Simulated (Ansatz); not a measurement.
# Si4IrPt2: the cost of one run

Method: DFT PBE, scalar-relativistic, plane waves, PAW, unless a step names another level, in Ansatz 0.2.0.

9 further runs of the same task are left out: 9 set aside as unsound or not needed.

## (1) Plan

Pauling electronegativities: Si 1.90, Ir 2.20, Pt 2.28 (spread 0.38). No set of common oxidation states balances it. Tabulated atomic sizes suggest about 15 Å³/atom. 21 candidates were drawn, by swapping species into database cells of other compounds, at random by space group and Wyckoff sites, or by hand, as the table says:

```csv
name,made from,space group no.,Wyckoff sites,atoms (primitive cell),V (Å³/atom)
c01,database cell of Sm2ZnSb4,115,"Si 1b, 1a, 2g; Ir 1c; Pt 2g",7,15.3
c02,random,187,"Si 2h, 2h; Ir 1e; Pt 2i",7,15.8
c03,random,123,Si 4k; Ir 1a; Pt 2g,7,18.2
c04,random,191,"Si 3g, 1b; Ir 1a; Pt 2d",7,16.9
c05,random,191,"Si 3g, 1b; Ir 1a; Pt 2e",7,15.9
c06,random,164,"Si 3f, 1a; Ir 1b; Pt 2d",7,18.0
c07,random,139,Si 8f; Ir 2a; Pt 4d,7,17.3
c08,random,139,Si 8h; Ir 2a; Pt 4c,7,18.5
c09,random,187,"Si 3j, 1d; Ir 1e; Pt 2h",7,15.2
c10,database cell of K2PtCl4,123,Si 4j; Ir 1a; Pt 2e,7,15.4
c11,"built by hand: Ni3Sn4, ordered",12,"Si 4i, 4i; Ir 2a; Pt 4i",7,14.6
c12,database cell of Cu2WS4,111,Si 4n; Ir 1a; Pt 2e,7,17.9
c13,random,123,Si 4i; Ir 1c; Pt 2f,7,17.9
c14,random,123,Si 4k; Ir 1b; Pt 2e,7,17.9
c15,"built by hand: CsCl vacancy-ordered, columnar",123,Si 4k; Ir 1a; Pt 2f,7,14.6
c16,random,183,"Si 2b, 1a, 1a; Ir 1a; Pt 2b",7,14.9
c17,random,191,"Si 2e, 2c; Ir 1a; Pt 2d",7,16.3
c18,"built by hand: CsCl vacancy-ordered, layered",123,"Si 2g, 2g; Ir 1d; Pt 2h",7,14.6
c19,random,99,"Si 1a, 2c, 1b; Ir 1a; Pt 2c",7,16.5
c20,database cell of YTi2Ga4,139,Si 8h; Ir 2a; Pt 4d,7,15.0
c21,random,191,Si 4h; Ir 1b; Pt 2e,7,18.5
```

## (2) Screening run of c02

input.yaml

```yaml
crystal:
  lattice:
    - [3.90556919, 0.0, 0.0]
    - [-1.9527846, 3.38232214, 0.0]
    - [0.0, 0.0, 8.38873932]
  atoms:
    - { symbol: Si, position: [0.33333333, 0.66666667, 0.80810284] }
    - { symbol: Si, position: [0.33333333, 0.66666667, 0.19189716] }
    - { symbol: Si, position: [0.33333333, 0.66666667, 0.41685594] }
    - { symbol: Si, position: [0.33333333, 0.66666667, 0.58314406] }
    - { symbol: Ir, position: [0.66666667, 0.33333333, 0.0] }
    - { symbol: Pt, position: [0.66666667, 0.33333333, 0.39620966] }
    - { symbol: Pt, position: [0.66666667, 0.33333333, 0.60379034] }
basis:
  ecutwfc: 420
kpoints:
  mp_grid: { grid: [5, 5, 2] }
hamiltonian:
  xc: pbe
scf:
  occupations: { method: gaussian, width: 0.2 }
  lower_state_search: "off"
output:
  forces: true
  stress: true
  eigenvalues: true
relax:
  adjacent_minimum: "off"
  f_tol: 0.08
  max_steps: 16
  cell: { stress_tol: 0.8 }
```

The run is started by

```bash
$ ansatz run input.yaml --threads 1 --pin off --max-ram 2560MiB --backend cpu --events-out ev --progress --plain --runs-dir out
```

What time and memory should one allow on 1 thread of Intel Xeon Platinum 8488C (Sapphire Rapids), shared host?

About 60 s, with a peak of 0.45 GiB.
